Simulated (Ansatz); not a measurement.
# SiSe (P-6m2) in Ansatz: a series of runs

Aim: see how the results for SiSe move with the level of theory and the settings. Levels: HSEsol, r2SCAN0, r2SCANh. Tasks: relaxation of cell and atoms, single point.

Everything below comes from runs of Ansatz 0.2.0. Logs are shortened: lines on timing, memory, paths and dates and some standing lists are left out, and cuts for length are marked.

**1. The structure**

The structure is hexagonal, space group P-6m2 (No. 187). The conventional cell has a = 3.595 Å, b = 3.595 Å, c = 3.599 Å, α = 90.00°, β = 90.00°, γ = 120.00°. Si (site symmetry -6m2) is surrounded by 6 Se at 2.75 Å. Se (site symmetry -6m2) has 6 Si at 2.75 Å as nearest neighbours.

The cell was built by a generator and needn't be a form met in nature.

**2. Relaxation of cell and atoms, HSEsol**

Contents of input.yaml:

```yaml
crystal:
  lattice:
    - [3.5952, 0.0, 0.0]
    - [-1.7976, 3.11353, 0.0]
    - [0.0, 0.0, 3.59873]
  atoms:
    - { symbol: Si, position: [0.66667, 0.33333, 0.5] }
    - { symbol: Se, position: [0.0, 0.0, 0.0] }
hamiltonian:
  xc:
    exchange: hjs_pbesol
    correlation: pbesol
    exx: { coeff: 0.25, omega: 0.207 }
  pseudopotentials: { kind: paw }
kpoints:
  mp_grid: { grid: [5, 5, 4] }
scf:
  occupations: { method: fermi_dirac, width: 0.05 }
output:
  forces: true
  stress: true
  eigenvalues: true
relax:
  f_tol: 0.01
  max_steps: 40
  cell: { stress_tol: 0.05 }
```

Potentials or basis: Ansatz PAW.

Launch:

```
$ ansatz run input.yaml --threads 2 --pin off --max-ram 5632MiB --backend cpu --events-out ev --progress --plain --runs-dir out
```

What it wrote:

```text
Warning: the atoms were moved onto the symmetric positions of the space group found under crystal.symmetry.tolerance 1.0e-5 (fractional; no operation is sought that the atoms, as they stand in a round, miss by more than twice it, and no atom is moved by as much as it), and the run uses the moved positions. Before a round's move an operation carried an atom to 1.80e-5 Å from where it should land, the largest such distance. Atom 0 (counting from 0) moved farthest, by 2.08e-5 Å; the longest move in fractions of the cell, of whichever atom, is 0.47 of the tolerance, in 1 round. To run the atoms as typed, lower crystal.symmetry.tolerance until the operations that they miss are no longer found, or set crystal.symmetry.detect: false (a key that needs symmetry detection or time reversal refuses this as the deck is read). The positions used, in the order of the run's atom list: position: [0.6666666666666667, 0.3333333333333333, 0.5]; position: [5.5510939473021013e-17, -1.8503646491007004e-17, 0.0]; The lattice was moved too: crystal.lattice keeps the space group found at crystal.symmetry.tolerance 1.0e-5 only nearly: the operation that it misses by the most changes a squared length by the fraction 2.52e-6. The run uses the lattice that is a stretch of the typed one, with no rotation, onto the one that keeps every operation to a double's rounding (on a very oblique basis the stretch itself rounds by more); the deck's lattice vector that moved farthest moved by 2.62e-6 Å. To run the lattice as typed, set crystal.symmetry.tolerance under 2.52e-6, the least fraction by which an operation that the lattice misses changes a squared length (the same key also sets how far an atom may lie from its image, so lowering it can lose operations that the atoms keep only within it), or set crystal.symmetry.detect: false, as for the atoms. crystal.lattice made exact, in Å and degrees: [[3.5951973836309277, 0.0, 0.0], [-1.7975986918154638, 3.1135322658437317, 0.0], [0.0, 0.0, 3.59873]]. Pasted over the deck's crystal.lattice, beside positions in fractional coordinates, it runs the same cell (given as lengths and angles, that cell in the form's own orientation, a rigid turn of the misfit's size from the one run here, for which a checkpoint.post_process_only pass over this run's state can be refused: where this run relaxes nothing, give such a pass this deck's own crystal.lattice, as typed; behind a relaxation, as crystal.lattice, the state's own cell, identity.cell in its checkpoint.json), and a matrix so pasted ends this notice, except on a very skew basis of the lattice, where the rounding of the pasted numbers themselves can read as a misfit: the cell is then moved again, and that move is told again. The lattice as run is in this notice's lattice.as_run_ang field (Run.prep()["deck_notices"] in Python, the deck_notice line of an events file, deck_notices of ansatz run --dry-run=json, or deck_notices in record.json in the deck's checkpoint.write directory).
Warning: RAYON_NUM_THREADS=2 ignored (pool sized by the plan → 2); use --threads N
Engine: ansatz 0.2.0, aarch64-unknown-linux-gnu
Pseudopotentials: kind: paw
Pseudopotential: Si, paw, valence charge 4, recommended cutoff 420 eV (normal), Si.paw.azcp
Pseudopotential: Se, paw, valence charge 16, recommended cutoff 420 eV (normal), Se.paw.azcp
Functional definition: unnamed
  parameter a_1 = 0.25
  parameter omega_1 = 0.207/angstrom
  exchange = pbe_x(mu = 0.12345679012345678) + (-a_1)*hjs_pbesol_x_sr(omega_1) + a_1*exact_x_sr(omega_1)
  correlation = pbe_c(beta = 0.046)
Crystal: 2 atoms, lattice volume = 40.283 Å³
Basis set: ecut = 420 eV, 769 PW (Γ), exchange–correlation on 50×50×50 points (8 copies of the dense FFT grid, shifted against one another)
Bands: 14, of which v1, the nominal top of the filled ones, is band 10 counted from 1 (9 counted from 0)
Symmetry: 12 space group operations
Space group: P-6m2 (ITA 187), of the structure as read, at distance tolerance 3.4e-5 Å
k-points: 15 of 100 (time reversal used)
Non-local potential: Si, projectors of the file, l = 0: 2, l = 1: 2, l = 2: 2
Non-local potential: Se, projectors of the file, l = 0: 2, l = 1: 2, l = 2: 3, l = 3: 1
PAW form: soft (Blöchl's): semilocal exchange-correlation on the pseudo side does not see the compensation charge
PAW frozen core: Si, regenerated for the run's functional, and the local potential with it (the file was generated under x = pbe(κ = 0.804, μ = 0.2195149727645171), c = pbe(β = 0.06672455060314922))
PAW frozen core: Se, regenerated for the run's functional, and the local potential with it (the file was generated under x = pbe(κ = 0.804, μ = 0.2195149727645171), c = pbe(β = 0.06672455060314922))
PAW one-centre angular grid: Si, 110 points (default); XC on 64 Gauss nodes
PAW one-centre angular grid: Se, 590 points (default); XC on 64 Gauss nodes
Initial density: superposition of atomic densities (neutral atoms: chi_scale 0, normalization atom), corrected by the library's trained network
Initial wavefunctions: pseudopotential atomic-orbital guess
Functional: x = pbesol(κ = 0.804, μ = 0.12345679012345678), c = pbesol(β = 0.046), warm-up for x = hjs_pbesol + 0.25 (exact − hjs_pbesol) at short range (ω = 0.207 Å⁻¹), c = pbesol(β = 0.046)
SCF iter   1: F=—  HF=-6045.443744 eV  |F-HF|=—  |Δ(HF+E_count)|=         —  Δρ=3.85e-3  dr2=6.27e-3  ethr=1.77e-3  ⟨swp⟩=6.9  Hψ=840  notcnv=0
[... 194 lines left out ...]
  E_local      = -2492.366787  (includes V_loc(G=0)·N_el)
  E_nonlocal   = -566.267110
  E_hartree    = 1242.869523
  E_xc         = -128.375659
  E_vxc        = -117.378026  (∫ρ·V_xc dr)
  E_exx        = -73.342461  (= α·E_x^exact, valence–valence)
  E_paw        = -2339.553067  (= ΣΔE_a)
  E_vpaw       = 283.037220  (= ΣTr[D̂ρ^β])
  E_aug_tail   = -0.000649  (compensation charges beyond the density's cutoff)
  E_ewald      = -1862.961703
  E_core_change = -0.357712  (= ΣΔE_core)
  E_smearing   = -0.010328  (= −TS)
  E_closure    = -0.000000  (closes the sum)
  Σ components = -6064.075255   (vs F -6064.075255, Δ=0.00e0)
--- Forces (eV/Å), atoms counted from 1 ---
  atom   1  Si    -0.00000000    -0.00000000    -0.00000000
  atom   2  Se     0.00000000    -0.00000000    -0.00000000
  max |Σ_I F_I| component: 1.90e-16 eV/Å
--- Stress (GPa, compression-positive) ---
       -0.012757      -0.000000       0.000000
       -0.000000      -0.012757       0.000000
        0.000000       0.000000      -0.001012
  P = ⅓ Tr σ = -0.0088 GPa (-0.088 kbar)
--- Band table (eV; the first three rows and the last of 15) ---
  k-point 0: bands = ["-42.5758", "-42.5661", "-42.5661", "-42.5292", "-42.5292", "-7.6247", "4.9886", "5.3677", "7.7173", "7.7173", "13.4903", "13.4903", "13.7234", "18.1601"]
  k-point 1: bands = ["-42.5751", "-42.5662", "-42.5662", "-42.5292", "-42.5292", "-7.0446", "0.5938", "8.2343", "8.2343", "9.4575", "13.6953", "13.6953", "15.3621", "17.0134"]
  k-point 2: bands = ["-42.5744", "-42.5663", "-42.5663", "-42.5292", "-42.5292", "-6.1625", "-1.7272", "8.9522", "8.9522", "12.2751", "12.8790", "13.3741", "13.3741", "18.0377"]
  k-point 14: bands = ["-42.5736", "-42.5668", "-42.5666", "-42.5287", "-42.5278", "-4.4855", "1.9850", "2.8281", "3.6169", "5.7337", "8.3733", "15.6428", "16.5555", "21.1444"]
--- Relaxed structure (4 steps of the walk, 4 accepted, 1 SCFs on fresh bases) ---
  F+E_penalty+E_count = -6064.07525456 eV   max|allowed force component| = 5.320e-17 eV/Å   (the final SCF, on the basis selected at the relaxed cell)
  cell:  # Å, volume = 37.8340 Å³
    - [3.511277238277657, -9.317007760109129e-18, -1.851539034758376e-34]
    - [-1.7556386191388285, 3.0408552880785167, -5.31939428256514e-35]
    - [-1.853358344355102e-34, -1.6848712221410015e-34, 3.543414208168212]
  atoms:
    - { symbol: Si, position: [0.6666666666666667, 0.3333333333333333, 0.49999999999999994] }
    - { symbol: Se, position: [5.5510939473021013e-17, -1.8503646491007e-17, 5.934729841099874e-67] }
```

Wall time 39 s (2 threads of Arm Neoverse V2, shared host); peak memory 0.76 GiB.

Results:

- Free energy: -6064.0753 eV
- Relaxed volume: 18.92 Å³/atom
- Relaxed cell: a = 3.511 Å, b = 3.511 Å, c = 3.543 Å, α = 90.00°, β = 90.00°, γ = 120.00°
- Space group after relaxing (to 0.05 Å): P-6m2 (No. 187)
- Energy gained by relaxing: 17.1 meV/atom
- Ionic steps: 5
- Pressure after relaxing: 0.0 GPa
- Band gap on the k mesh: none (metal or under the smearing width)

Step by step:
| step | energy change (eV) | largest force (eV/Å) | volume (Å³) |
| --- | --- | --- | --- |
| 1 | 0.0000 | 0.0000 | 40.28 |
| 2 | -0.0248 | 0.0000 | 36.87 |
| 3 | -0.0345 | 0.0000 | 37.93 |
| 4 | -0.0346 | 0.0000 | 37.83 |
| 5 | -0.0342 | 0.0000 | 37.83 |

Final structure:
```xyz
2
Lattice="3.5113 0.0000 0.0000 -1.7556 3.0409 0.0000 0.0000 0.0000 3.5434" Properties=species:S:1:pos:R:3 pbc="T T T"
Si    1.7556    1.0136    1.7717
Se    0.0000    0.0000    0.0000
```

Caveat: the k mesh is coarse (spacing up to 0.44 Å⁻¹), so the values aren't converged, least of all with exact exchange; the plane-wave basis is chosen anew once the cell has moved, so the energies of steps on either side of that aren't comparable; the PAW data sets come from PBE, with cores solved anew for the run's functional, which leaves a small shift of forces and pressure.

(Part 1 of 2 ends here.)
